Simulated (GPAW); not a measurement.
# TaWC2 (R-3m) in GPAW: reference runs

Aim: a first look at TaWC2 with PBEsol, on the cell as given.

Everything below comes from runs of GPAW 26.7.0. Logs are shortened: lines on timing, memory, paths and dates and some standing lists are left out, and cuts for length are marked. The log counts tension as positive stress, the text compression.

## 1. Starting point

Symmetry: R-3m, No. 166, trigonal system. Conventional cell: a = 3.144 Å, b = 3.144 Å, c = 15.305 Å, α = 90.00°, β = 90.00°, γ = 120.00°. Around W (site symmetry -3m) lie 6 C at 2.21 Å. Ta (site symmetry -3m) has 6 C at 2.23 Å as nearest neighbours. C (site symmetry 3m) is surrounded by 3 W at 2.21 Å and 3 Ta at 2.23 Å.

The cell comes from a database or a generator and needn't be the stable form of this composition.

## 2. Single point, PBEsol

run.py reads:

```python
from ase import Atoms
from ase.dft.bandgap import bandgap
from ase.io import write
from ase.units import Bohr, GPa
from gpaw import GPAW, PW, setup_paths
from gpaw.elf import elf_from_dft_calculation

setup_paths.insert(0, '.')

atoms = Atoms(['W', 'Ta', 'C', 'C'],
              cell=[[1.5718551461, 0.9075109917, 5.1016196719],
                    [-1.5718551461, 0.9075109917, 5.1016196719],
                    [0.0, -1.8150219835, 5.1016196719]],
              scaled_positions=[[0.0, 0.0, 0.0],
                                [0.5, 0.5, 0.5],
                                [0.250933, 0.250933, 0.250933],
                                [0.749067, 0.749067, 0.749067]],
              pbc=True)

calc = GPAW(mode=PW(800),
            xc='PBEsol',
            kpts={'size': (10, 10, 10), 'gamma': True},
            occupations={'name': 'fermi-dirac', 'width': 0.05},
            nbands=33,
            convergence={'density': 1e-05, 'energy': 1e-05},
            maxiter=150,
            txt='gpaw.txt')
atoms.calc = calc
energy = atoms.get_potential_energy()
forces = atoms.get_forces()
stress = atoms.get_stress()
calc.write('gs.gpw')
write('result.traj', atoms)
print(f'Energy: {energy:.6f} eV')
print('Forces (eV/A):')
print(forces.round(4))
print('Stress (GPa):', (stress / GPa).round(3))
print('Fermi level:', round(calc.get_fermi_level(), 4), 'eV')
print(f'Gap: {bandgap(calc)[0]:.4f} eV, direct: {bandgap(calc, direct=True)[0]:.4f} eV')

# fields on the real-space grid
write('density.cube', atoms, data=calc.get_pseudo_density() * Bohr**3)
write('potential.cube', atoms, data=calc.get_electrostatic_potential())
write('elf.cube', atoms, data=elf_from_dft_calculation(calc).data)
```

Potentials or basis: PAW data sets generated in the run's folder for this functional, pw.

The run is started by

```console
gpaw-setup -f PBEsol C Ta W
OMP_NUM_THREADS=1 python run.py
```

gpaw.txt:

```text
__  _  _
 | _ |_)|_||  |
 |__||  | ||/\| - 26.7.0

Input parameters:
  mode=PW(ecut=800.0),
  convergence={'density': 1e-05, 'energy': 1e-05},
  kpts=MonkhorstPack(size=(10, 10, 10), gamma=True),
  maxiter=150,
  nbands=33,
  occupations=Occupations(name='fermi-dirac', width=0.05),
  xc=XC(name='PBEsol')

Diagonalizing LCAO Hamiltonian
Converting LCAO to pw mode

       C

       Ta

       C

       W

Atoms  # Å, Bohr magnetons
|   | symbol |         x |         y |         z |    initial magnetic moments |
|---|--------|-----------|-----------|-----------|-----------------------------|
| 0 |      W |  0.000000 |  0.000000 |  0.000000 | ( 0.0000,  0.0000,  0.0000) |
| 1 |     Ta |  0.000000 | -0.000000 |  7.652430 | ( 0.0000,  0.0000,  0.0000) |
| 2 |      C | -0.000000 | -0.000000 |  3.840494 | ( 0.0000,  0.0000,  0.0000) |
| 3 |      C |  0.000000 | -0.000000 | 11.464365 | ( 0.0000,  0.0000,  0.0000) |

Unit cell  # Å
| periodic |         x |         y |        z |  lengths |    angles |
|----------|-----------|-----------|----------|----------|-----------|
|      yes |  1.571855 |  0.907511 | 5.101620 | 5.414871 | 33.750023 |
|      yes | -1.571855 |  0.907511 | 5.101620 | 5.414871 | 33.750023 |
|      yes |  0.000000 | -1.815022 | 5.101620 | 5.414871 | 33.750023 |

Number of symmetries: 12
Symmetry operations  # r_c * U_cc + t_c -> r_c
|    | kind |            matrix            |
|----|------|------------------------------|
|  0 |  E   |  1, 0, 0,  0, 1, 0,  0, 0, 1 |
|  1 |  σ   |  1, 0, 0,  0, 0, 1,  0, 1, 0 |
|  2 |  σ   |  0, 1, 0,  1, 0, 0,  0, 0, 1 |
|  3 |  C3  |  0, 1, 0,  0, 0, 1,  1, 0, 0 |
|  4 |  C3  |  0, 0, 1,  1, 0, 0,  0, 1, 0 |
|  5 |  σ   |  0, 0, 1,  0, 1, 0,  1, 0, 0 |
|  6 |  C2  |  0, 0,-1,  0,-1, 0, -1, 0, 0 |
|  7 |  S6  |  0, 0,-1, -1, 0, 0,  0,-1, 0 |
|  8 |  S6  |  0,-1, 0,  0, 0,-1, -1, 0, 0 |
|  9 |  C2  |  0,-1, 0, -1, 0, 0,  0, 0,-1 |
| 10 |  C2  | -1, 0, 0,  0, 0,-1,  0,-1, 0 |
| 11 |  i   | -1, 0, 0,  0,-1, 0,  0, 0,-1 |

BZ-sampling:
  Number of BZ points: 1000
  Number of IBZ points: 116

  Monkhorst-Pack size: [10, 10, 10]
  Monkhorst-Pack shift: [0.05, 0.05, 0.05]

K-points  # in reciprocal-cell coordinates
|     |                                coordinates |     weight |
|-----|--------------------------------------------|------------|
|   0 | (  0.00000000,   0.00000000,   0.00000000) | 0.00100000 |
|   1 | (  0.10000000,   0.00000000,  -0.10000000) | 0.00600000 |
|   2 | (  0.10000000,   0.00000000,   0.00000000) | 0.00600000 |
|   3 | (  0.10000000,   0.10000000,  -0.10000000) | 0.00600000 |
|   4 | (  0.10000000,   0.10000000,   0.00000000) | 0.00600000 |
|   5 | (  0.10000000,   0.10000000,   0.10000000) | 0.00200000 |
|   6 | (  0.20000000,  -0.10000000,  -0.10000000) | 0.00600000 |
|   7 | (  0.20000000,   0.00000000,  -0.20000000) | 0.00600000 |
|   8 | (  0.20000000,   0.00000000,  -0.10000000) | 0.01200000 |
|   9 | (  0.20000000,   0.00000000,   0.00000000) | 0.00600000 |
| ... |                                            |            |
| 115 | (  0.50000000,   0.50000000,   0.50000000) | 0.00100000 |

Plane wave coefficients: 2267
Cutoff: 800.0 eV

Spin-components: 1 (collinear spins)
Bands:           33
Projectors:      22
Spin-degeneracy: 2
Datatype:        complex128

Parallelization:
  kpt:    1
  domain: 1
  band:   1

Density:
  Valence electrons: 35.0
  Components: 1
  Grid points: [36 36 36]
  Charge: 0.0  # |e|

Potential:
  Grid points: [36 36 36]

species:
  W:
    name:    Tungsten
    Z:       74.0
    valence: 14
    core:    60
    charge:  0.0  # [|e|]
    compensation charges:
      type: gauss
      rc: 0.40  # [Å]
      lmax: 2
    cutoffs:
      filter: 2.36  # [Å]
      core: 3.02  # [Å]
    projectors
    | kind |    occ | energy [eV] | rcut [Å] |
    |------|--------|-------------|----------|
    |   5s |  2.000 |     -78.864 |    1.344 |
    |   6s |  2.000 |      -5.730 |    1.344 |
    |   5p |  6.000 |     -43.252 |    1.355 |
    |   6p |  0.000 |      -1.338 |    1.355 |
    |   5d |  4.000 |      -4.526 |    1.228 |
    |    d |        |      22.686 |    1.228 |

    Using partial waves for W as LCAO basis

  Ta:
    name:    Tantalum
    Z:       73.0
    valence: 13
    core:    60
    charge:  0.0  # [|e|]
    compensation charges:
      type: gauss
      rc: 0.42  # [Å]
      lmax: 2
    cutoffs:
      filter: 2.36  # [Å]
      core: 3.45  # [Å]
    projectors
    | kind |    occ | energy [eV] | rcut [Å] |
    |------|--------|-------------|----------|
    |   5s |  2.000 |     -72.818 |    1.365 |
    |   6s |  2.000 |      -5.457 |    1.365 |
    |   5p |  6.000 |     -39.444 |    1.349 |
    |   6p |  0.000 |      -1.369 |    1.349 |
    |   5d |  3.000 |      -3.632 |    1.307 |
    |    d |        |      23.579 |    1.307 |

    Using partial waves for Ta as LCAO basis

  C:
    name:    Carbon
    Z:       6.0
    valence: 4
    core:    2
    charge:  0.0  # [|e|]
    compensation charges:
      type: gauss
      rc: 0.20  # [Å]
      lmax: 2
    cutoffs:
      filter: 1.14  # [Å]
      core: 1.14  # [Å]
    projectors
    | kind |    occ | energy [eV] | rcut [Å] |
    |------|--------|-------------|----------|
    |   2s |  2.000 |     -13.648 |    0.635 |
    |   2p |  2.000 |      -5.232 |    0.635 |
    |    s |        |      13.563 |    0.635 |
    |    p |        |      21.979 |    0.635 |
    |    d |        |       0.000 |    0.635 |

    Using partial waves for C as LCAO basis

Reference energy: -864734.835413  # eV

eigensolver:
  PPCG
  Converge bands: occupied
  niter=2

density mixing:
  MSR1-Mixer
  Pratt-step length: 0.05
  Maximum mixing coefficient: 0.75
  Old densities: 10
  SVD Regularization: 0.005
  Good broyden scale: 1.0
  Trust region scale: 1.0
  Backstep threshold: 4.0
  History deletion threshold: 6.0
  Fourier metric: weight=20.0, sigma=0.015

occupation numbers:
  Fermi-Dirac:
    width: 0.0500  # eV

poisson solver:
  ecut: 6400.0  # eV

xc functional:
  name: PBEsol with 2 nearest neighbor stencil

convergence criteria:
- Maximum integral of absolute [dens]ity change: 1e-05 electrons / valence electron
- Maximum [total energy] change in last 3 cyles: 1e-05 eV / valence electron
- Maximum integral of absolute [eigenst]ate change: 4e-08 eV^2 / valence electron
maximum number of iterations: 150

SCF iterations
|iter     | |      energy | eigst |  dens |
|---------|-|-------------|-------|-------|
|iter:   1| |  -47.014095 | +0.11 |       |
|iter:   2| |  -45.867588 | -2.21 | -0.88 |
|iter:   3| |  -43.276664 | -1.16 | -0.94 |
|iter:   4| |  -43.400938 | -2.45 | -1.65 |
|iter:   5| |  -43.247601 | -2.98 | -1.58 |
|iter:   6| |  -43.259200 | -3.48 | -1.97 |
|iter:   7| |  -43.259154 | -5.08 | -2.91 |
|iter:   8| |  -43.259169c| -6.49 | -3.64 |
|iter:   9| |  -43.259170c| -7.70c| -4.13 |
|iter:  10| |  -43.259170c| -7.79c| -4.88 |
|iter:  11| |  -43.259170c| -8.83c| -5.45c|

Converged in 11 steps
Energy contributions relative to reference atoms: (reference = -864734.835413)

Energy contributions:
  Kinetic:          19.701029
  Coulomb:         -23.287413
  Zero:             -0.154511
  External:          0.000000
  Xc:              -39.510828
  Entropy:          -0.014891
  Spinorbit:         0.000000
  ----------------------------
  Free energy:     -43.266615
  Extrapolated:    -43.259170

dipole moment: (-0.000000, 0.000000, -57.047335)  # |e|*Ang

Fermi level: 14.463
Eigenvalues  # (at kpt = [0.000, 0.000, 0.000])
| band index |      eig [eV] | occ [0-2] |
|------------|---------------|-----------|
|          0 |       -60.612 |     2.000 |
|        ... |               |           |
|         13 |        12.293 |     2.000 |
|         14 |        12.293 |     2.000 |
|         15 |        12.423 |     2.000 |
|         16 |        13.693 |     2.000 |
|         17 |        13.693 |     2.000 |
|         18 |        13.752 |     2.000 |
[... 8 lines left out ...]
|         27 |        23.728 |     0.000 |
|         28 |        24.252 |     0.000 |
|        ... |               |           |
|         32 |        37.549 |     0.000 |

No gap
No difference between direct/indirect transitions

Forces  # eV/Ang
|       x |        y |        z |
|---------|----------|----------|
| 0.00000 | -0.00000 |  0.00000 |  # W    0
| 0.00000 |  0.00000 |  0.00000 |  # Ta   1
| 0.00000 | -0.00000 |  0.12488 |  # C    2
| 0.00000 |  0.00000 | -0.12488 |  # C    3

Stress tensor  # eV/Ang^3
|         x |        y |         z |
|-----------|----------|-----------|
|  0.068180 | 0.000000 | -0.000000 |
|  0.000000 | 0.068180 |  0.000000 |
| -0.000000 | 0.000000 |  0.067484 |

# Writing to gs.gpw (mode='')
```

Run time: 4.1 min. Hardware: 1 thread of Intel Xeon Platinum 8488C (Sapphire Rapids), shared host; peak memory 0.44 GiB.

Results:

- Free energy: -43.2666 eV
- Pressure: -10.9 GPa
- Largest force: 0.125 eV/Å
- Band gap on the k mesh: none (metal or under the smearing width)

Forces in eV/Å, atoms in the order of the input:
```
W    0.000  0.000  0.000
Ta   0.000  0.000  0.000
C    0.000  0.000  0.125
C    0.000  0.000 -0.125
```

Levels at points of the mesh, in eV from the Fermi level:
| k point | band 16 | band 17 | band 18 | band 19 | band 20 | band 21 |
| --- | --- | --- | --- | --- | --- | --- |
| (0.00, 0.00, 0.00) | -2.04 | -0.77 | -0.77 | -0.71 | -0.22 | -0.22 |
| (0.50, 0.00, 0.00) | -4.41 | -1.27 | -0.72 | 1.44 | 2.14 | 3.09 |
| (0.50, 0.50, 0.00) | -2.15 | -2.09 | 1.21 | 1.63 | 1.80 | 2.54 |
| (0.50, 0.50, 0.50) | -4.31 | -0.96 | -0.96 | 0.19 | 0.19 | 0.24 |

Caveat: the program warned that so skewed a cell can give wrong results.
